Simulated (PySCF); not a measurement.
# SnPb: from the state search to spectroscopic constants

One table from this session's results is given with a row withheld; the runs are named, their logs left out.

The runs use PySCF 2.14.0; Sn cc-pVDZ-PP with ECP28, Pb cc-pVDZ-PP with ECP60, scalar-relativistic core potentials.

The first run:

The job is set up so:

```json
{"atoms": "Sn, Pb", "charge": "0", "basis": "Sn cc-pVDZ-PP with ECP28, Pb cc-pVDZ-PP with ECP60", "Hamiltonian": "scalar-relativistic core potentials", "basis functions": "46", "electrons treated": "44", "masses in u": "119.9022, 207.9766", "levels": "PBE0, PBE, r²SCAN, PBEsol, TPSS, B97-3, CAM-B3LYP, HF, MP2, SCS-MP2, CCSD, CCSD(T)", "grid": "80 radial by 434 angular points", "occupations": "held fixed by the projection of orbital angular momentum", "dissociation limit": "Sn + Pb, each in its ground configuration", "starting distance in angstrom": "2.745", "values of 2S to try": "0, 2, 4"}
```

Started as:

```sh
$ OMP_NUM_THREADS=1 python dia.py task.json out
```

Among the steps run: Input; First curve: PBE0; Other states along the same grid; PBE; r²SCAN; PBEsol (GGA); TPSS; B97-3 (global hybrid GGA); CAM-B3LYP (range-separated hybrid); UHF (mean field); Adding correlation.

One table of the session follows, with a row left open; its other results are not shown here.

Energy (eV) from each level's lowest point:

| R (Å) | UHF | UHF-MP2 | UHF-SCS-MP2 | UHF-CCSD | UHF-CCSD(T) |
| --- | --- | --- | --- | --- | --- |
| 2.436 | 0.917 | 1.065 | 1.049 | n/a | n/a |
| 2.549 | 0.372 | 0.485 | 0.472 | 0.497 | 0.530 |
| 2.662 | 0.091 | 0.163 | 0.154 | 0.168 | 0.189 |
| 2.747 | 0.005 | 0.043 | 0.038 | 0.045 | 0.056 |
| 2.832 | 0.000 | 0.000 | 0.000 | 0.000 | 0.000 |
| 2.917 | 0.057 | 0.015 | 0.021 | 0.015 | 0.003 |
| 3.030 | 0.203 | 0.099 | 0.115 | 0.103 | 0.074 |
| 3.172 | ? | ? | ? | ? | ? |
| 3.342 | 0.845 | 0.543 | 0.597 | 0.572 | 0.488 |
| 3.568 | 1.406 | 0.896 | 0.987 | n/a | n/a |

**Question.** Estimate the row for R (Å) = 3.172.

Worked estimate for «UHF». A straight line through the neighbours (3.030, 0.203) and (3.342, 0.845) gives 0.203 + (0.845 − 0.203) × (3.172 − 3.030) / (3.342 − 3.030) = 0.495; a parabola fitted to 4 rows on both sides gives 0.474.

**Answer.** UHF: 0.463; UHF-MP2: 0.281; UHF-SCS-MP2: 0.310; UHF-CCSD: 0.287; UHF-CCSD(T): 0.235. In «UHF» the line misses by +0.032 and the parabola by +0.011.
